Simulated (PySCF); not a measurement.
# C2HF3O2 (SMILES O=COC(F)(F)F) at 4 levels

Wanted: a comparison of 4 runs (HF/STO-3G, PBE0/def2-SVP, B3LYP/6-31G*, SVWN5/6-31+G*) of C2HF3O2. The job is set up through a Python script.

The calculation is run with PySCF 2.14.0.

## Step 1: Starting point

C2HF3O2: 8 atoms, total charge 0, spin state singlet. As SMILES, `O=COC(F)(F)F`. Geometry: relaxed at PBE0-D4/def2-TZVP. This is one conformer, not always the lowest.

Bond lengths: O1–C2 1.183 Å, C2–O3 1.368 Å, O3–C4 1.376 Å, C4–F5 1.321 Å, C4–F6 1.322 Å, C4–F7 1.322 Å, C2–H8 1.097 Å. Angles: O1–C2–O3 126.1°, C2–O3–C4 119.2°, O3–C4–F5 106.5°, O3–C4–F6 111.8°, O3–C4–F7 111.8°, F5–C4–F6 108.8°, F5–C4–F7 108.8°, F6–C4–F7 109.0°, O1–C2–H8 126.7°, O3–C2–H8 107.2°.

## Step 2: Energy and forces at HF/STO-3G (run 1)

Input file input.py:

```python
import pyscf.grad
from pyscf import gto

mol = gto.Mole()
mol.atom = '''
O      0.883000    -0.997600     1.311500
C      0.000700    -1.248800     0.565300
O     -0.538100    -0.398600    -0.361800
C     -0.038000     0.878300    -0.471200
F     -0.729400     1.471400    -1.427800
F     -0.188700     1.561900     0.650800
F      1.241100     0.877200    -0.807100
H     -0.538600    -2.200800     0.484500
'''
mol.basis = 'sto-3g'
mol.verbose = 4
mol.max_memory = 1860
mol.build()

hf = mol.RHF()
hf.conv_tol = 1e-10
hf.kernel()
if not hf.converged:
    hf = hf.newton().run(hf.mo_coeff, hf.mo_occ)

energy = hf.e_tot
print('Final energy', energy)
grad = hf.Gradients().kernel()
hf.analyze()
```

Command:

```
$ OMP_NUM_THREADS=1 python input.py
```

Output:

```text
PySCF version 2.14.0

[... 79 lines left out ...]
Nuclear Repulsion Energy =             343.537182426646382
[... 3 lines left out ...]
DFT Exchange-Correlation Energy =      -58.131242313470125
[... 5 lines left out ...]
MO #4   energy= -20.346108936246   occ= 2
[... 3 lines left out ...]
MO #8   energy= -1.66092485033694  occ= 2
[... 3 lines left out ...]
MO #12  energy= -1.34448816052538  occ= 2
[... 3 lines left out ...]
MO #16  energy= -0.719773890681364 occ= 2
[... 3 lines left out ...]
MO #20  energy= -0.557430425815319 occ= 2
[... 3 lines left out ...]
MO #24  energy= -0.492537968802962 occ= 2
[... 3 lines left out ...]
MO #28  energy= -0.38914235402778  occ= 2
[... 3 lines left out ...]
MO #32  energy= 0.618035985370286  occ= 0
[... 3 lines left out ...]
MO #36  energy= 0.989650935984772  occ= 0
[... 8 lines left out ...]
pop of  1 C 2s            1.02748
pop of  1 C 2px           0.91904
pop of  1 C 2py           0.96073
pop of  1 C 2pz           0.87659
pop of  2 O 1s            1.99990
pop of  2 O 2s            1.66241
pop of  2 O 2px           1.70153
pop of  2 O 2py           1.22630
pop of  2 O 2pz           1.61889
pop of  3 C 1s            1.99992
pop of  3 C 2s            1.03178
pop of  3 C 2px           0.82896
pop of  3 C 2py           0.85631
pop of  3 C 2pz           0.83292
pop of  4 F 1s            1.99995
pop of  4 F 2s            1.87381
pop of  4 F 2px           1.78205
pop of  4 F 2py           1.82264
pop of  4 F 2pz           1.62945
pop of  5 F 1s            1.99996
pop of  5 F 2s            1.87492
pop of  5 F 2px           1.93679
pop of  5 F 2py           1.78270
pop of  5 F 2pz           1.51977
pop of  6 F 1s            1.99996
pop of  6 F 2s            1.87492
pop of  6 F 2px           1.38902
pop of  6 F 2py           1.94564
pop of  6 F 2pz           1.90459
pop of  7 H 1s            0.95937
 ** Mulliken atomic charges  **
charge of    0O =     -0.16182
charge of    1C =      0.21625
charge of    2O =     -0.20903
charge of    3C =      0.45011
charge of    4F =     -0.10790
charge of    5F =     -0.11413
charge of    6F =     -0.11412
charge of    7H =      0.04063
Dipole moment(X, Y, Z, Debye): -0.75259, -0.93901, -0.29615
```

Wall time 2.5 s (1 thread of Intel Xeon at 2.70GHz, shared host); peak memory 0.12 GiB.

## Step 3: Energy and gradient at PBE0/def2-SVP (run 2)

Input file job.py:

```python
import pyscf.grad
from pyscf import gto, dft

molecule = gto.M(
    atom='''
O      1.668628    -1.885191     2.478376
C      0.001323    -2.359890     1.068262
O     -1.016862    -0.753245    -0.683703
C     -0.071810     1.659746    -0.890439
F     -1.378366     2.780543    -2.698151
F     -0.356591     2.951563     1.229834
F      2.345339     1.657668    -1.525198
H     -1.017806    -4.158909     0.915572
''',
    max_memory=1860,
    basis='def2-svp',
    verbose=4,
    charge=0,
    unit='bohr',
)

calc0 = dft.RKS(molecule)
calc0.xc = 'pbe0'
calc0.grids.level = 5
calc0.conv_tol = 1e-10
calc0.kernel()
if not calc0.converged:
    calc0 = calc0.newton().run(calc0.mo_coeff, calc0.mo_occ)

energy = calc0.e_tot
print('Final energy', energy)
grad = calc0.Gradients().kernel()
dip = calc0.dip_moment()
pop, q = calc0.mulliken_pop()
```

Command:

```
$ OMP_NUM_THREADS=1 python job.py
```

Output:

```text
PySCF version 2.14.0

[... 77 lines left out ...]
converged SCF energy = -525.879677767147
Final energy -525.8796777671466
[... 12 lines left out ...]
Dipole moment(X, Y, Z, Debye): -1.21137, -1.40359, -0.52731
[... 73 lines left out ...]
pop of  5 F 3s            0.76678
pop of  5 F 2px           1.19869
pop of  5 F 2py           1.12949
pop of  5 F 2pz           1.01911
pop of  5 F 3px           0.69569
pop of  5 F 3py           0.64868
pop of  5 F 3pz           0.55542
pop of  5 F 3dxy          0.00060
pop of  5 F 3dyz          0.00337
pop of  5 F 3dz^2         0.00282
pop of  5 F 3dxz          0.00145
pop of  5 F 3dx2-y2       0.00072
pop of  6 F 1s            1.98978
pop of  6 F 2s            1.14195
pop of  6 F 3s            0.76679
pop of  6 F 2px           0.96117
pop of  6 F 2py           1.20206
pop of  6 F 2pz           1.18405
pop of  6 F 3px           0.51223
pop of  6 F 3py           0.70103
pop of  6 F 3pz           0.68653
pop of  6 F 3dxy          0.00175
pop of  6 F 3dyz          0.00019
pop of  6 F 3dz^2         0.00120
pop of  6 F 3dxz          0.00236
pop of  6 F 3dx2-y2       0.00347
pop of  7 H 1s            0.74737
pop of  7 H 2s            0.17194
pop of  7 H 2px           0.00554
pop of  7 H 2py           0.01322
pop of  7 H 2pz           0.00190
 ** Mulliken atomic charges  **
charge of    0O =     -0.20104
charge of    1C =      0.30089
charge of    2O =     -0.30704
charge of    3C =      0.60584
charge of    4F =     -0.14959
charge of    5F =     -0.15454
charge of    6F =     -0.15453
charge of    7H =      0.06003
```

Wall time 47 s (1 thread of Intel Xeon at 2.70GHz, shared host); peak memory 1 GiB.

## Step 4: Energy and forces at B3LYP/6-31G(d) (Cartesian functions) (run 3)

Input file run.py:

```python
from pyscf import gto, dft

mol = gto.M(
    atom='''
O        0.883000      -0.997600       1.311500
C        0.000700      -1.248800       0.565300
O       -0.538100      -0.398600      -0.361800
C       -0.038000       0.878300      -0.471200
F       -0.729400       1.471400      -1.427800
F       -0.188700       1.561900       0.650800
F        1.241100       0.877200      -0.807100
H       -0.538600      -2.200800       0.484500
''',
    verbose=4,
    max_memory=1860,
    cart=True,
    charge=0,
    basis='6-31g*',
)

calc0 = dft.RKS(mol, xc='b3lyp')
calc0.grids.level = 5
calc0.conv_tol = 1e-10
calc0.kernel()
if not calc0.converged:
    calc0 = calc0.newton().run(calc0.mo_coeff, calc0.mo_occ)

e_final = calc0.e_tot
print('Final energy', e_final)
grad = calc0.nuc_grad_method().kernel()
calc0.analyze()
```

Command:

```
$ OMP_NUM_THREADS=1 python run.py
```

Output:

```text
PySCF version 2.14.0

[... 98 lines left out ...]
One-electron Energy =                -1410.463059514153883
[... 11 lines left out ...]
MO #7   energy= -10.3564073102323  occ= 2
[... 9 lines left out ...]
MO #17  energy= -0.566662309010069 occ= 2
[... 9 lines left out ...]
MO #27  energy= -0.366133873937115 occ= 2
[... 9 lines left out ...]
MO #37  energy= 0.44855557180396   occ= 0
[... 9 lines left out ...]
MO #47  energy= 0.907617103182639  occ= 0
[... 9 lines left out ...]
MO #57  energy= 1.30432606496841   occ= 0
[... 9 lines left out ...]
MO #67  energy= 1.61279276028602   occ= 0
[... 9 lines left out ...]
MO #77  energy= 1.89399356394816   occ= 0
[... 9 lines left out ...]
MO #87  energy= 2.38052018733297   occ= 0
[... 9 lines left out ...]
MO #97  energy= 3.02915390692065   occ= 0
[... 9 lines left out ...]
MO #107 energy= 5.92031396921265   occ= 0
[... 79 lines left out ...]
pop of  5  F 3s           0.00470
pop of  5  F 2px          1.92065
pop of  5  F 2py          1.82132
pop of  5  F 2pz          1.64807
pop of  5  F 3px          0.00170
pop of  5  F 3py          0.00179
pop of  5  F 3pz          0.00151
pop of  5  F 3dxx         0.00132
pop of  5  F 3dxy         0.00081
pop of  5  F 3dxz         0.00184
pop of  5  F 3dyy         0.00106
pop of  5  F 3dyz         0.00445
pop of  5  F 3dzz         0.00190
pop of  6  F 1s           1.99997
pop of  6  F 2s           1.83009
pop of  6  F 3s           0.00474
pop of  6  F 2px          1.56163
pop of  6  F 2py          1.92986
pop of  6  F 2pz          1.89854
pop of  6  F 3px          0.00155
pop of  6  F 3py          0.00175
pop of  6  F 3pz          0.00171
pop of  6  F 3dxx         0.00299
pop of  6  F 3dxy         0.00221
pop of  6  F 3dxz         0.00309
pop of  6  F 3dyy         0.00131
pop of  6  F 3dyz         0.00025
pop of  6  F 3dzz         0.00120
pop of  7  H 1s           0.87607
pop of  7  H 2s           0.01224
 ** Mulliken atomic charges  **
charge of    0O =     -0.36175
charge of    1C =      0.41042
charge of    2O =     -0.33386
charge of    3C =      0.89602
charge of    4F =     -0.24043
charge of    5F =     -0.24120
charge of    6F =     -0.24089
charge of    7H =      0.11169
Dipole moment(X, Y, Z, Debye): -1.20556, -1.25369, -0.59200
```

Run time: 59 s. Hardware: 1 thread of Intel Xeon at 2.70GHz, shared host; peak memory 1.1 GiB.

## Step 5: Energy and forces at SVWN5/6-31+G(d) (spherical functions) (run 4)

Input file job.py:

```python
# O=COC(F)(F)F
import pyscf.grad
from pyscf import gto, dft

system = gto.Mole()
system.atom = '''
O        0.883000      -0.997600       1.311500
C        0.000700      -1.248800       0.565300
O       -0.538100      -0.398600      -0.361800
C       -0.038000       0.878300      -0.471200
F       -0.729400       1.471400      -1.427800
F       -0.188700       1.561900       0.650800
F        1.241100       0.877200      -0.807100
H       -0.538600      -2.200800       0.484500
'''
system.basis = '6-31+g*'
system.max_memory = 1860
system.verbose = 4
system.build()

mf = dft.RKS(system)
mf.xc = 'svwn'
mf.grids.level = 5
mf.conv_tol = 1e-10
mf.kernel()
if not mf.converged:
    mf = mf.newton().run(mf.mo_coeff, mf.mo_occ)

etot = mf.e_tot
print('E = %.10f Eh' % etot)
grad = mf.Gradients().kernel()
dip = mf.dip_moment()
pop, q = mf.mulliken_pop()
```

Command:

```
$ OMP_NUM_THREADS=1 python job.py
```

Output:

```text
PySCF version 2.14.0

[... 84 lines left out ...]
converged SCF energy = -523.189366395753
[... 13 lines left out ...]
Dipole moment(X, Y, Z, Debye): -1.26933, -1.41502, -0.57870
[... 98 lines left out ...]
pop of  5 F 3px           0.66395
pop of  5 F 3py           0.61176
pop of  5 F 3pz           0.52227
pop of  5 F 4px           0.05628
pop of  5 F 4py           0.05549
pop of  5 F 4pz           0.03150
pop of  5 F 3dxy          0.00144
pop of  5 F 3dyz          0.00515
pop of  5 F 3dz^2         0.00508
pop of  5 F 3dxz          0.00327
pop of  5 F 3dx2-y2       0.00152
pop of  6 F 1s            1.99680
pop of  6 F 2s            0.92671
pop of  6 F 3s            1.04958
pop of  6 F 4s            0.01084
pop of  6 F 2px           0.95905
pop of  6 F 2py           1.18189
pop of  6 F 2pz           1.16523
pop of  6 F 3px           0.47665
pop of  6 F 3py           0.66854
pop of  6 F 3pz           0.65278
pop of  6 F 4px           0.02547
pop of  6 F 4py           0.06071
pop of  6 F 4pz           0.05708
pop of  6 F 3dxy          0.00405
pop of  6 F 3dyz          0.00063
pop of  6 F 3dz^2         0.00215
pop of  6 F 3dxz          0.00454
pop of  6 F 3dx2-y2       0.00509
pop of  7 H 1s            0.50247
pop of  7 H 2s            0.28620
 ** Mulliken atomic charges  **
charge of    0O =     -0.29402
charge of    1C =      0.14916
charge of    2O =     -0.25411
charge of    3C =      0.94413
charge of    4F =     -0.26088
charge of    5F =     -0.24782
charge of    6F =     -0.24778
charge of    7H =      0.21132
```

It took 52 s on 1 thread of Intel Xeon at 2.70GHz, shared host; peak memory 0.8 GiB.

## Step 6: All runs side by side

```tsv
run	level	integration grid	Cartesian functions	energy (Eh)	dipole moment (D)	HOMO energy (eV)	LUMO energy (eV)	wall time
1	HF/STO-3G	–	no	-517.186301	1.24	-10.59	7.65	2.5 s
2	PBE0/def2-SVP	5	no	-525.879678	1.93	-9.20	-0.82	47 s
3	B3LYP/6-31G* (Cartesian functions)	5	yes	-526.783672	1.84	-8.67	-0.82	59 s
4	SVWN5/6-31+G* (spherical functions)	5	no	-523.189366	1.99	-7.84	-2.52	52 s
```

## Step 7: Results

```
                       quantity          value
            run 4: total energy  -523.18937 Eh
           run 4: dipole moment         1.99 D
             run 4: HOMO energy       -7.84 eV
             run 4: LUMO energy       -2.52 eV
           run 4: HOMO–LUMO gap        5.32 eV
run 4: largest force on an atom     1.514 eV/Å
```

In words: The dipole moment (its size) runs from 1.24 D (HF/STO-3G) to 1.99 D (SVWN5/6-31+G*). The two ends differ in method and basis. The HOMO–LUMO gap runs from 5.32 eV (SVWN5/6-31+G*) to 18.24 eV (HF/STO-3G). Totals of different functionals can't be ranked against each other. In run 1 the basis is minimal, so the values are rough. All runs together took 2.7 min, the longest 59 s.
